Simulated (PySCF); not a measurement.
# TaOOH: relaxation and vibrations of the triplet

Where does triplet TaOOH go from a linear start, is the end point a minimum, and what are its modes, charges and moments?

Program: PySCF 2.14.0. Level of theory: PBE0, basis Ta def2-TZVP with ECP60, O def2-TZVP, H def2-TZVP, scalar-relativistic core potentials, no spin–orbit coupling, density fitting. These are calculated values, not measurements.

### Step 1. The system as given

4 atoms, charge 0, spin multiplicity 3.

Bond lengths: Ta1–O2 1.830 Å, Ta1–O3 2.090 Å, O3–H4 0.960 Å. Angles: O2–Ta1–O3 180.0°, Ta1–O3–H4 130.0°.

```xyz
4
charge 0 multiplicity 3
Ta    0.0000    0.0000    0.0000
O     0.0000    0.0000    1.8300
O     0.0000    0.0000   -2.0900
H     0.7354    0.0000   -2.7071
```

### Step 2. The SCF at the typed geometry

One driver script runs all steps and calls PySCF; scf.py shows how it sets up the SCF of each step. The optimiser is the driver's own. After this first run the driver tries any further starts and a stability analysis.

The input, scf.py:

```python
from pyscf import gto, scf, dft
mol = gto.M(atom='''
Ta     0.000000     0.000000     0.000000
O      0.000000     0.000000     1.830000
O      0.000000     0.000000    -2.090000
H      0.735400     0.000000    -2.707100''',
    basis={'Ta': 'def2-TZVP', 'O': 'def2-TZVP', 'H': 'def2-TZVP'},
    ecp={'Ta': 'def2-TZVP'},
    charge=0, spin=2)
mf = dft.UKS(mol, xc='PBE0')
mf.grids.atom_grid = (50, 194)
aux = {'Ta': 'def2-universal-JKFIT', 'O': 'def2-universal-JKFIT', 'H': 'def2-universal-JKFIT'}
mf = mf.density_fit(auxbasis=aux)
mf.conv_tol = 1e-08
mf.diis_space = 10
mf.max_cycle = 60
mf.init_guess = 'minao'
mf.verbose = 4
mf.kernel()
```

Run with:

```bash
$ OMP_NUM_THREADS=4 python axn.py task.json out
```

Output:

```text
init E= -188.920437490821
[... the frontier-level lines of each cycle are left out ...]
cycle= 1 E= -207.694346152523  delta_E= -18.8  |g|= 0.818  |ddm|= 4.28
cycle= 2 E= -203.956289036473  delta_E= 3.74  |g|= 2.62  |ddm|= 1.84
cycle= 3 E= -207.772727299763  delta_E= -3.82  |g|= 0.619  |ddm|= 1.71
cycle= 4 E= -207.936839217949  delta_E= -0.164  |g|= 0.206  |ddm|= 0.487
cycle= 5 E= -207.947741942917  delta_E= -0.0109  |g|= 0.107  |ddm|= 0.203
cycle= 6 E= -207.95260398631  delta_E= -0.00486  |g|= 0.0199  |ddm|= 0.0909
cycle= 7 E= -207.952810199682  delta_E= -0.000206  |g|= 0.00626  |ddm|= 0.0127
cycle= 8 E= -207.952847130501  delta_E= -3.69e-05  |g|= 0.0027  |ddm|= 0.00639
cycle= 9 E= -207.952865027571  delta_E= -1.79e-05  |g|= 0.00118  |ddm|= 0.00615
cycle= 10 E= -207.952870076749  delta_E= -5.05e-06  |g|= 0.000477  |ddm|= 0.00426
cycle= 11 E= -207.952870511249  delta_E= -4.34e-07  |g|= 0.00019  |ddm|= 0.00138
cycle= 12 E= -207.952870535635  delta_E= -2.44e-08  |g|= 3.65e-05  |ddm|= 0.00021
cycle= 13 E= -207.952870538229  delta_E= -2.59e-09  |g|= 1.95e-05  |ddm|= 8.31e-05
Extra cycle  E= -207.952870538203  delta_E= 2.58e-11  |g|= 3.65e-05  |ddm|= 3.59e-05
converged SCF energy = -207.952870538203  <S^2> = 2.0216471  2S+1 = 3.0143968
```

This step, with its further starts and checks, ran for 11 s (4 threads of Arm Neoverse V2, shared host).

The starts that the driver tried:

```csv
start,energy (Eh)
the minimal-basis guess,-207.952871
a thermally smeared density,-207.952871
a smeared PBE density,-207.952899
```

The first run landed in a state that is too high. Following the other starts and the instabilities gains 0.1 kJ/mol (-207.95290 Eh), and the work goes on from there.

### Step 3. Relaxing the triplet from the linear start

The program finds Cs symmetry in the start, which this walk keeps. Threshold on the gradient: 0.0003 Eh/bohr, with a further test on the energy change.

Changes to scf.py since step 2:

```diff
@@ -3,4 +3,4 @@
-Ta     0.000000     0.000000     0.000000
-O      0.000000     0.000000     1.830000
-O      0.000000     0.000000    -2.090000
-H      0.735400     0.000000    -2.707100''',
+Ta    -0.003464     0.000000     0.032190
+O     -0.003464     0.000000     1.862190
+O     -0.003464     0.000000    -2.057810
+H      0.731936     0.000000    -2.674910''',
@@ -17 +16,0 @@
-mf.init_guess = 'minao'
```

Energy and gradient, step by step:

```csv
step,energy (Eh),change (kJ/mol),largest symmetric gradient (Eh/bohr)
0,-207.952899,0.00,0.07522
1,-207.964285,-29.89,0.02730
2,-207.967586,-38.56,0.01742
3,-207.975028,-58.10,0.07752
4,-207.979159,-68.95,0.04104
5,-207.982262,-77.09,0.02935
6,-207.985984,-86.86,0.02682
7,-207.987445,-90.70,0.01007
8,-207.988324,-93.01,0.00983
9,-207.988949,-94.65,0.00827
10,-207.990153,-97.81,0.02605
11,-207.991018,-100.08,0.03841
12,-207.992410,-103.73,0.03932
13,-207.993736,-107.22,0.00740
14,-207.994177,-108.37,0.01330
15,-207.994550,-109.35,0.00929
16,-207.995113,-110.83,0.00838
17,-207.995398,-111.58,0.00320
18,-207.995434,-111.67,0.00657
19,-207.995477,-111.79,0.00247
20,-207.995483,-111.80,0.00025
21,-207.995483,-111.80,0.00006
```

The walk took 40 s.

Positions (Å) and forces (eV/Å) along the way:

```
step 0
Ta  -0.003   0.000   0.032  -0.451   0.000   1.824
O   -0.003   0.000   1.862   0.170   0.000  -3.868
O   -0.003   0.000  -2.058   0.549   0.000   2.200
H    0.732   0.000  -2.675  -0.268   0.000  -0.156
step 1
Ta  -0.020   0.000   0.032  -0.717   0.000  -1.404
O    0.009   0.000   1.758   0.291   0.000   0.910
O    0.016   0.000  -1.984   0.915   0.000   0.601
H    0.717   0.000  -2.644  -0.490   0.000  -0.108
step 11
Ta  -0.621   0.000  -0.046  -0.215   0.000   1.769
O    0.387   0.000   1.356  -0.280   0.000  -0.348
O    0.161   0.000  -1.712   0.653   0.000  -1.975
H    0.795   0.000  -2.436  -0.158   0.000   0.554
step 21
Ta  -0.653   0.000  -0.045   0.001   0.000  -0.003
O    0.467   0.000   1.252   0.002   0.000   0.002
O    0.016   0.000  -1.830   0.000   0.000   0.000
H    0.892   0.000  -2.216  -0.003   0.000   0.001
```

After 21 steps and 111.8 kJ/mol it ends at Cs: O–H 0.957 Å, Ta–O 1.714 Å, Ta–O 1.907 Å; H–O–Ta 134.4°, O–Ta–O 118.6°.

### Step 4. Vibrations and properties at this point

On the finer grid the gradient is checked again; gradients at displacements of ±0.02 bohr then give force constants and infrared intensities.

Changes to scf.py since step 3:

```diff
@@ -3,4 +3,4 @@
-Ta    -0.003464     0.000000     0.032190
-O     -0.003464     0.000000     1.862190
-O     -0.003464     0.000000    -2.057810
-H      0.731936     0.000000    -2.674910''',
+Ta    -0.139682     0.000000     0.046600
+O      0.978255     0.000000     1.345420
+O      0.528517     0.000000    -1.738958
+H      1.403857     0.000000    -2.125746''',
@@ -11 +11 @@
-mf.grids.atom_grid = (50, 194)
+mf.grids.atom_grid = (75, 302)
@@ -14 +14 @@
-mf.conv_tol = 1e-08
+mf.conv_tol = 1e-10
```

This SCF starts from the last density.

SCF at the final geometry:

```text
init E= -207.995475716065
[... the frontier-level lines of each cycle are left out ...]
cycle= 1 E= -207.995475716059  delta_E= 5.51e-12  |g|= 4.29e-06  |ddm|= 3.94e-06
Extra cycle  E= -207.995475716003  delta_E= 5.55e-11  |g|= 1.27e-05  |ddm|= 8.86e-06
converged SCF energy = -207.995475716003  <S^2> = 2.0096564  2S+1 = 3.0064307
```

The whole step took 57 s.

Geometry: Cs; O–H 0.957 Å, Ta–O 1.714 Å, Ta–O 1.906 Å; H–O–Ta 134.4°, O–Ta–O 118.8°.

Harmonic modes (main isotopes):

```csv
symmetry,ω (cm⁻¹),IR (km/mol)
a',184,16.2
a'',339,115
a',540,178
a',694,78.5
a',1002,143
a',3942,209
```

No imaginary mode, so this is a minimum.

Properties at this point:

```
Dipole moment                                                   : 2.63 D
Highest occupied level                                          : -5.32 eV
Lowest empty level                                              : -2.52 eV
Rotational constants                                            : 0.6687, 0.2047, 0.1567 cm⁻¹
Zero-point energy                                               : 40.1 kJ/mol
Principal polarisabilities                                      : 52.9, 60.4, 64.3 bohr³
Atomisation energy without zero-point energy                    : 1666 kJ/mol
Principal traceless quadrupole moments about the centre of mass : -10.17, -0.37, 10.54 D Å
Entropy at 298.15 K and 1 bar (electronic part: spin only)      : 303.4 J/(mol K)
Heat capacity Cp at 298.15 K                                    : 57.7 J/(mol K)
Enthalpy at 298.15 K above 0 K                                  : 13.35 kJ/mol
Rotational symmetry number                                      : 1
Spin squared ⟨S²⟩                                               : 2.010
```

Charges (e) and bond orders:

```tsv
atom	Mulliken	Löwdin	polar tensor	spin (Mulliken)	Mayer order to Ta1
Ta1	0.85	0.48	1.29	2.13	–
O2	-0.53	-0.32	-0.78	-0.11	2.20
O3	-0.67	-0.33	-0.85	-0.02	1.08
H4	0.34	0.17	0.34	0.00	0.03
```

Outer orbital energies (eV). α occupied: -14.62, -10.60, -10.38, -9.52, -9.48, -9.36, -6.15, -5.32; empty: -2.37, -0.83, -0.28, 0.54. β occupied: -27.62, -24.54, -14.57, -10.56, -10.20, -9.55, -9.39, -9.36; empty: -2.52, -1.29, -0.87, 0.09.

Mulliken populations on Ta1 (outside its core potential): s 2.77, p 6.33, d 2.95, f 0.10.

### Step 5. Outcome

| quantity | value |
| --- | --- |
| minimum | triplet, Cs |
| geometry | O–H 0.957 Å, Ta–O 1.714 Å, Ta–O 1.906 Å; H–O–Ta 134.4°, O–Ta–O 118.8° |
| wavenumbers (cm⁻¹) | 184 (a'), 339 (a''), 540 (a'), 694 (a'), 1002 (a'), 3942 (a') |
| dipole moment | 2.63 D |
| highest occupied, lowest empty level (either spin) | -5.32, -2.52 eV |
| polar-tensor charge of Ta1 | +1.29 e |
| zero-point energy | 40.1 kJ/mol |
| entropy at 298.15 K | 303.4 J/(mol K) |
| atomisation energy (no zero-point energy) | 1666 kJ/mol |
| ⟨S²⟩ | 2.010 |

What this shows: The molecule stays Cs, as typed, and the end point is a minimum. The strongest infrared band lies at 3942 cm⁻¹ (a'). Most of the spin sits on Ta1 (Mulliken spin 2.13, against 2 for the whole molecule). Other starts or spin states, not run here, may lie lower. Open d and f shells are described by one determinant, and the ground state may have another occupation or spin. With an element this heavy the missing spin–orbit coupling can shift these numbers.

The search up to here took 1.8 min.
